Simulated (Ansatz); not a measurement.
Ge, space group Cmmm: a scan of the energy under strain, run with Ansatz 0.2.0 through its Python package.

`ge.py`
```python
'''A rhombohedral strain scan of Ge.'''

import ansatz
import numpy as np
from tabulate import tabulate

params = {
    'functional': 'lda',
    'ecut': 470,
    'filling': 'Fermi-Dirac',
    'width_ev': 0.05,
    'tolerance': 1e-09,
    'kgrid': (14, 14, 13),
}

vectors0 = np.array([
    [1.397149, -2.600516, 0.0],
    [1.397149, 2.600516, 0.0],
    [0.0, 0.0, 2.698231],
])
sites = [
    ('Ge', [0.5, 0.5, 0.0]),
]


def crystal_on(cell):
    crystal = ansatz.Crystal(lattice=ansatz.Lattice.of(cell))
    for symbol, position in sites:
        crystal = crystal.atom(symbol, position)
    return crystal


def main() -> None:
    # clamped ions: the fractional positions stay as typed
    values = np.linspace(-0.01, 0.01, 5)
    energies = []
    for d in values:
        strain = d / 2 * (np.ones((3, 3)) - np.eye(3))
        cell = vectors0 @ (np.eye(3) + strain)
        model = (
            crystal_on(cell).calculation()
            .functional(params['functional'])
            .basis(params['ecut'])
            .occupations(params['filling'], width=params['width_ev'])
            .scf(tolerance=params['tolerance'])
            .kpoints(*params['kgrid'])
            .stress()
        )
        rep = model.run(threads=1).report
        energies.append(rep['free_energy_ev'] / len(sites))
        s = rep['stress_gpa']
        print(f'd = {d:+.4f}  stress xx yy zz xy (GPa, compression positive): {s[0][0]:8.3f} {s[1][1]:8.3f} {s[2][2]:8.3f} {s[0][1]:8.3f}')
    energies = np.array(energies)

    print(tabulate(zip(values, 1000 * (energies - energies.min())), headers=['strain', 'dE (meV/atom)'], floatfmt='.3f'))
    curvature = 2 * np.polyfit(values, energies, 3)[1]
    volume = abs(np.linalg.det(vectors0)) / len(sites)
    print(f'd2E/dd2 over the volume: {curvature / volume * 160.21766:.1f} GPa')


if __name__ == '__main__':
    main()
```

How much energy does this rhombohedral strain cost, and what curvature follows?

Against the unstrained cell the energy per atom changes by +0.42 meV at one end of the scan and +0.44 meV at the other, and its second derivative over the volume is 69.9 GPa.

The run itself:

```console
$ python ge.py
DeckWarning: output.stress: scf.convergence.dr2_threshold = 1e-9 eV is looser than the 1e-10 eV advised for a printed stress (1e-10 eV for each atom of the cell: 1). What an SCF threshold leaves in a [...]
d = -0.0100  stress xx yy zz xy (GPa, compression positive):   -4.579   -6.131   -6.536   -0.147
d = -0.0050  stress xx yy zz xy (GPa, compression positive):   -4.557   -6.171   -6.522   -0.080
d = +0.0000  stress xx yy zz xy (GPa, compression positive):   -4.549   -6.181   -6.521    0.000
d = +0.0050  stress xx yy zz xy (GPa, compression positive):   -4.554   -6.175   -6.519    0.075
d = +0.0100  stress xx yy zz xy (GPa, compression positive):   -4.560   -6.159   -6.520    0.130
  strain    dE (meV/atom)
--------  ---------------
  -0.010            0.417
  -0.005            0.104
   0.000            0.000
   0.005            0.106
   0.010            0.437
d2E/dd2 over the volume: 69.9 GPa
```
(Warnings from the package without file and line, shortened.)

Reading the output:
- The curvature belongs to this strain pattern and to the cell's stress; it equals a single elastic constant only for simple patterns.
- In a metal a curvature from energy changes of a few meV or less hangs on mesh and smearing, in size and even in sign.
- At these settings the cell as given stands under about -6 GPa, so it isn't at this functional's equilibrium volume.
- This isn't the structure that Ge takes at ambient conditions.
- The ions keep their fractional positions (clamped ions).
- Finished in 73 s on 1 thread of Arm Neoverse V2, with other jobs on the host, peak memory 0.64 GiB.
